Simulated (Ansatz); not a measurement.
# CCl₃NOTi: how energies converge with the basis set

One table from this session's results is given with a row withheld; the runs are named, their logs left out.

Computed with Ansatz 0.2.0, Gaussian basis. Level: one geometry, several basis sets.

Plan: PBE0-D4/def2-SVP; ωB97M-V/def2-SVP; PBE0-D4/def2-QZVPP; ωB97M-V/def2-QZVPP; the functionals' def2-TZVPP values are taken from earlier runs.

### The relaxed structure

The geometry comes from an earlier relaxation with PBE0-D4 in a triple-zeta def2 set; it is a stationary point, not always the lowest conformer.

SMILES `O=C=[N][Ti]([Cl])([Cl])[Cl]`, 7 atoms, charge 0, spin multiplicity 1.

Atoms are counted from 1 here; the program's logs count them from 0.

Bond lengths: O1–C2 1.158 Å, C2–N3 1.206 Å, N3–Ti4 1.849 Å, Ti4–Cl5 2.168 Å, Ti4–Cl6 2.168 Å, Ti4–Cl7 2.168 Å. Angles: O1–C2–N3 180.0°, C2–N3–Ti4 179.8°, N3–Ti4–Cl5 109.0°, N3–Ti4–Cl6 108.9°, N3–Ti4–Cl7 108.9°, Cl5–Ti4–Cl6 110.0°, Cl5–Ti4–Cl7 110.0°, Cl6–Ti4–Cl7 110.0°.

Geometry (Å):

```
O     1.44736   -2.51197    1.40520
C     0.92761   -1.61010    0.89669
N     0.38635   -0.67120    0.36735
Ti   -0.43855    0.76944   -0.44629
Cl    1.02490    1.84787   -1.62736
Cl   -1.25710    2.06850    1.08411
Cl   -2.02936    0.03946   -1.72541
```

Set-up of the first run:

Input file in.yaml:

```yaml
crystal:
  periodic: [false, false, false]
  atoms:
    - {symbol: O, position_ang: [1.447363, -2.511968, 1.405200]}
    - {symbol: C, position_ang: [0.927609, -1.610098, 0.896693]}
    - {symbol: N, position_ang: [0.386346, -0.671197, 0.367347]}
    - {symbol: Ti, position_ang: [-0.438547, 0.769440, -0.446288]}
    - {symbol: Cl, position_ang: [1.024897, 1.847870, -1.627359]}
    - {symbol: Cl, position_ang: [-1.257105, 2.068496, 1.084112]}
    - {symbol: Cl, position_ang: [-2.029362, 0.039457, -1.725405]}
basis:
  gaussian: {orbitals: def2-SVP}
hamiltonian: {xc: pbe0, dispersion: d4}
output: {orbitals: {seedname: orbitals}}
```

Started as:

```
> ansatz run in.yaml --threads 4 --pin off --events-out ev --progress --plain --max-ram 11315MiB
```

Steps of the session up to this table: PBE0-D4 in def2-SVP; ωB97M-V in def2-SVP; PBE0-D4 in def2-QZVPP; ωB97M-V in def2-QZVPP.

One of the session's tables, all rows but one given; the rest of the session is left out.

It belongs to the step «Density functionals: the series». 

```
functional       basis  HOMO (eV)  LUMO (eV)
   PBE0-D4    def2-SVP      -9.29      -3.72
   PBE0-D4  def2-TZVPP          ?          ?
   PBE0-D4  def2-QZVPP      -9.39      -3.69
   ωB97M-V    def2-SVP     -11.37      -1.57
   ωB97M-V  def2-TZVPP     -11.51      -1.57
   ωB97M-V  def2-QZVPP     -11.54      -1.61
```

Q: Estimate the row for PBE0-D4, def2-TZVPP from the others.

As computed: HOMO (eV): -9.37; LUMO (eV): -3.67. In the column «HOMO (eV)» it lies between PBE0-D4, def2-QZVPP (-9.39) and PBE0-D4, def2-SVP (-9.29).
